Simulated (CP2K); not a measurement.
# singlet InNH2Cl+ at 3 levels

We compute a comparison of 3 runs (PM3, PM6, GFN1-xTB) of singlet InNH2Cl+. 

Program for the calculation: CP2K 2026.2.

2 further runs of the same task are left out: 1 that didn't finish, 1 set aside as unsound or not needed.

## 1. The system as given

InNH2Cl+: 5 atoms, total charge +1, spin state singlet. SMILES of the parent species: `[NH2][In][Cl]`. The shape is that of a PBE0-D4/def2-TZVP optimisation. This is one conformer, not always the lowest. That shape belongs to the parent species and isn't relaxed for this state.

Bond lengths: N1–In2 2.072 Å, In2–Cl3 2.369 Å, N1–H4 1.015 Å, N1–H5 1.017 Å. Angles: N1–In2–Cl3 113.1°, In2–N1–H4 113.0°, In2–N1–H5 110.3°, H4–N1–H5 107.4°.

## 2. A single-point energy at PM3 (run 1)

molecule.xyz

```xyz
5

N     -0.142600     0.808600    -0.493900
In    -0.411600    -1.217800    -0.153300
Cl     1.391500    -2.211500     1.018700
H     -0.999700     1.283800    -0.756700
H      0.212300     1.263200     0.343800
```

gas.inp

```
&GLOBAL
   PROJECT_NAME gas
   RUN_TYPE ENERGY
   PRINT_LEVEL MEDIUM
&END GLOBAL

&FORCE_EVAL
   METHOD QUICKSTEP
   &DFT
      CHARGE 1
      &QS
         METHOD PM3
         EPS_DEFAULT 1.0E-10
         &SE
            &COULOMB
               CUTOFF [angstrom] 50
               RC_RANGE [angstrom] 0
            &END COULOMB
            &EXCHANGE
               CUTOFF [angstrom] 50
               RC_RANGE [angstrom] 0
            &END EXCHANGE
         &END SE
      &END QS
      &POISSON
         PERIODIC NONE
         POISSON_SOLVER ANALYTIC
      &END POISSON
      &SCF
         SCF_GUESS ATOMIC
         EPS_SCF 1.0E-06
         MAX_SCF 80
         ADDED_MOS 8
         &DIAGONALIZATION
            ALGORITHM STANDARD
         &END DIAGONALIZATION
         &MIXING
            METHOD DIRECT_P_MIXING
            ALPHA 0.4
         &END MIXING
      &END SCF
      &PRINT
         &MOMENTS
            PERIODIC F
            REFERENCE COM
            MAX_MOMENT 1
         &END MOMENTS
         &MO ON
            ENERGIES T
            OCCUPATION_NUMBERS T
            NDIGITS 6
            &EACH
               QS_SCF 0
            &END EACH
            ADD_LAST NUMERIC
         &END MO
         &HIRSHFELD OFF
         &END HIRSHFELD
      &END PRINT
   &END DFT
   &SUBSYS
      &CELL
         ABC 10.4 11.5 9.8
         PERIODIC NONE
      &END CELL
      &TOPOLOGY
         COORD_FILE_NAME molecule.xyz
         COORD_FILE_FORMAT XYZ
         &CENTER_COORDINATES
         &END CENTER_COORDINATES
      &END TOPOLOGY
   &END SUBSYS
&END FORCE_EVAL
```

Started as:

```bash
OMP_NUM_THREADS=1 cp2k.psmp -i gas.inp > gas.out 2>&1
```

Log:

```text
CP2K| version string:                                       CP2K version 2026.2
[...]
 GLOBAL| Method name                                                        CP2K
[...]
 GLOBAL| Run type                                                         ENERGY
[...]
 *** WARNING in qs_environment.F:2210 :: More added MOs requested than     ***
 *** available. The full set of unoccupied MOs will be used. Use           ***
 *** 'ADDED_MOS -1' to always use all available MOs and to get rid of this ***
[...]
                             - Atoms:                                          5
[...]
                             - Spherical basis functions:                     14
[...]
 Number of electrons:                                                         16
[...]
     1 P_Mix/Diag. 0.40E+00    0.0     0.75356711       -17.3696477738 -1.74E+01
[...]
    21 DIIS/Diag.  0.14E-06    0.0     0.00000048       -20.3870316618 -1.96E-11
  *** SCF run converged in    21 steps ***
  Core-core repulsion energy [eV]:                            513.90895147153856
  Core Hamiltonian energy [eV]:                              -810.71039633412181
  Two-electron integral energy [eV]:                         -515.91579876464527
  Electronic energy [eV]:                                   -1068.66829571644439
  Total energy [eV]:                                         -554.75934424490595
  Atomic reference energy [eV]:                               564.12151177986982
  Heat of formation [kcal/mol]:                               215.89672935574376
[...]
 SE_DIPOLE| Moment [Debye]          1.13702469      -2.67798398       0.18042741
 SE_DIPOLE| Derivative [a.u.]       0.00000000       0.00000000       0.00000000
 ENERGY| Total FORCE_EVAL ( QS ) energy [hartree]            -20.387031661796300
[...]
```

Wall time 0.32 s (1 thread of Arm Neoverse V1, shared host); peak memory 0.14 GiB.

## 3. A single-point energy at PM6 (run 2)

run.inp

```
&FORCE_EVAL
  METHOD QS
  &DFT
    CHARGE 1
    &QS
      METHOD PM6
      EPS_DEFAULT 1.0E-10
      &SE
        &COULOMB
          CUTOFF [angstrom] 50
          RC_RANGE [angstrom] 0
        &END COULOMB
        &EXCHANGE
          CUTOFF [angstrom] 50
          RC_RANGE [angstrom] 0
        &END EXCHANGE
      &END SE
    &END QS
    &POISSON
      PERIODIC NONE
      POISSON_SOLVER ANALYTIC
    &END POISSON
    &SCF
      SCF_GUESS ATOMIC
      EPS_SCF 1.0E-06
      MAX_SCF 100
      ADDED_MOS 2
      &DIAGONALIZATION
        ALGORITHM STANDARD
      &END DIAGONALIZATION
      &MIXING
        METHOD DIRECT_P_MIXING
        ALPHA 0.4
      &END MIXING
    &END SCF
    &PRINT
      &MOMENTS
        PERIODIC F
        REFERENCE COM
        MAX_MOMENT 1
      &END MOMENTS
      &MO ON
        ENERGIES T
        OCCUPATION_NUMBERS T
        NDIGITS 6
        &EACH
          QS_SCF 0
        &END EACH
        ADD_LAST NUMERIC
      &END MO
      &HIRSHFELD OFF
      &END HIRSHFELD
    &END PRINT
  &END DFT
  &SUBSYS
    &CELL
      ABC 10.4 11.5 9.8
      PERIODIC NONE
    &END CELL
    &COORD
      N     -0.142600     0.808600    -0.493900
      In    -0.411600    -1.217800    -0.153300
      Cl     1.391500    -2.211500     1.018700
      H     -0.999700     1.283800    -0.756700
      H      0.212300     1.263200     0.343800
    &END COORD
    &TOPOLOGY
      &CENTER_COORDINATES
      &END CENTER_COORDINATES
    &END TOPOLOGY
  &END SUBSYS
&END FORCE_EVAL

&GLOBAL
  PROJECT run
  RUN_TYPE ENERGY
  PRINT_LEVEL MEDIUM
&END GLOBAL
```

Started as:

```bash
OMP_NUM_THREADS=1 cp2k.psmp run.inp > run.out
```

Log:

```text
CP2K| version string:                                       CP2K version 2026.2
[...]
 GLOBAL| Method name                                                        CP2K
[...]
 GLOBAL| Run type                                                         ENERGY
[...]
                             - Atoms:                                          5
[...]
                             - Spherical basis functions:                     19
[...]
 Number of electrons:                                                         16
[...]
     1 P_Mix/Diag. 0.40E+00    0.0     0.74743078       -16.5630418948 -1.66E+01
[...]
    21 DIIS/Diag.  0.28E-06    0.0     0.00000057       -18.6176267257 -1.85E-12
  *** SCF run converged in    21 steps ***
  Core-core repulsion energy [eV]:                            527.59332934619249
  Core Hamiltonian energy [eV]:                              -789.64533073998825
  Two-electron integral energy [eV]:                         -489.11877187722956
  Electronic energy [eV]:                                   -1034.20471667860306
  Total energy [eV]:                                         -506.61138733241057
  Atomic reference energy [eV]:                               516.15229077986987
  Heat of formation [kcal/mol]:                               220.01847774168959
[...]
 SE_DIPOLE| Moment [Debye]          3.75685741      -1.31849267       0.55248118
 SE_DIPOLE| Derivative [a.u.]       0.00000000       0.00000000       0.00000000
 ENERGY| Total FORCE_EVAL ( QS ) energy [hartree]            -18.617626725748014
[...]
```

Wall time 0.34 s (1 thread of Arm Neoverse V1, shared host); peak memory 0.14 GiB.

## 4. The energy at GFN1-xTB (run 3)

mol.inp

```
&GLOBAL
  PROJECT_NAME mol
  RUN_TYPE ENERGY
  PRINT_LEVEL MEDIUM
&END GLOBAL

&FORCE_EVAL
  METHOD QUICKSTEP
  &DFT
    CHARGE 1
    MULTIPLICITY 1
    &QS
      METHOD XTB
      EPS_DEFAULT 1.0E-10
      &XTB
        GFN_TYPE 1
        CHECK_ATOMIC_CHARGES F
      &END XTB
    &END QS
    &POISSON
      PERIODIC NONE
      POISSON_SOLVER ANALYTIC
    &END POISSON
    ! self-consistent field
    &SCF
      SCF_GUESS ATOMIC
      EPS_SCF 1.0E-07
      MAX_SCF 80
      ADDED_MOS 4
      &DIAGONALIZATION
        ALGORITHM STANDARD
      &END DIAGONALIZATION
      &MIXING
        METHOD BROYDEN_MIXING
        ALPHA 0.2
        NBUFFER 8
      &END MIXING
      &SMEAR ON
        METHOD FERMI_DIRAC
        ELECTRONIC_TEMPERATURE [K] 300
      &END SMEAR
    &END SCF
    &PRINT
      &MOMENTS
        PERIODIC F
        REFERENCE COM
        MAX_MOMENT 1
      &END MOMENTS
      &MO ON
        ENERGIES T
        OCCUPATION_NUMBERS T
        NDIGITS 6
        &EACH
          QS_SCF 0
        &END EACH
        ADD_LAST NUMERIC
      &END MO
      &HIRSHFELD OFF
      &END HIRSHFELD
    &END PRINT
  &END DFT
  &SUBSYS
    &CELL
      ABC [angstrom] 14.4 15.5 13.8
      PERIODIC NONE
    &END CELL
    &COORD
      UNIT bohr
      N     -0.2694749     1.5280325    -0.9333357
      In    -0.7778113    -2.3013085    -0.2896950
      Cl     2.6295539    -4.1791293     1.9250640
      H     -1.8891592     2.4260304    -1.4299558
      H      0.4011889     2.3871020     0.6496878
    &END COORD
    &TOPOLOGY
      &CENTER_COORDINATES
      &END CENTER_COORDINATES
    &END TOPOLOGY
  &END SUBSYS
&END FORCE_EVAL
```

Started as:

```bash
OMP_NUM_THREADS=1 cp2k.psmp -i mol.inp -o mol.out
```

Log:

```text
CP2K| version string:                                       CP2K version 2026.2
[...]
 GLOBAL| Method name                                                        CP2K
[...]
 GLOBAL| Run type                                                         ENERGY
[...]
                             - Atoms:                                          5
[...]
                             - Spherical basis functions:                     26
[...]
 Number of electrons:                                                         16
[...]
     1 NoMix/Diag. 0.20E+00    0.0     0.56293996        -9.5716412349 -9.57E+00
[...]
    48 Broy./Diag. 0.20E+00    0.0     0.00000007        -9.6088672855 -5.40E-09
  *** SCF run converged in    48 steps ***
[...]
  Fermi energy:                                                -0.58892188283513
[...]
 TB_DIPOLE| Moment [Debye]         -1.61158047       2.14996955      -0.10794868
 TB_DIPOLE| Derivative [a.u.]       0.00000000       0.00000000       0.00000000
[...]
 ENERGY| Total FORCE_EVAL ( QS ) energy [hartree]             -9.608867285496695
[...]
```

It took 0.43 s on 1 thread of Arm Neoverse V1, shared host; peak memory 0.15 GiB.

## 5. Overview of the runs

```tsv
run	level	iteration cap	added orbitals	energy (Eh)	HOMO energy (eV)	LUMO energy (eV)	HOMO–LUMO gap (eV)	wall time
1	PM3	80	8	-20.387032	-15.26	-8.81	6.44	0.32 s
2	PM6	100	2	-18.617627	-15.84	-8.89	6.95	0.34 s
3	GFN1-xTB	80	4	-9.608867	-17.01	-15.13	1.88	0.43 s
```

## 6. What came out

| quantity | value |
| --- | --- |
| run 3: total energy | -9.60887 Eh |
| run 3: HOMO energy | -17.01 eV |
| run 3: LUMO energy | -15.13 eV |
| run 3: HOMO–LUMO gap | 1.88 eV |
| run 3: dispersion energy | -3.39 kJ/mol |

What this shows: The HOMO–LUMO gap runs from 1.88 eV (GFN1-xTB) to 6.95 eV (PM6). Force-field and semi-empirical energies have zeros of their own, so their totals don't compare. All runs together took 1.1 s, the longest 0.43 s.
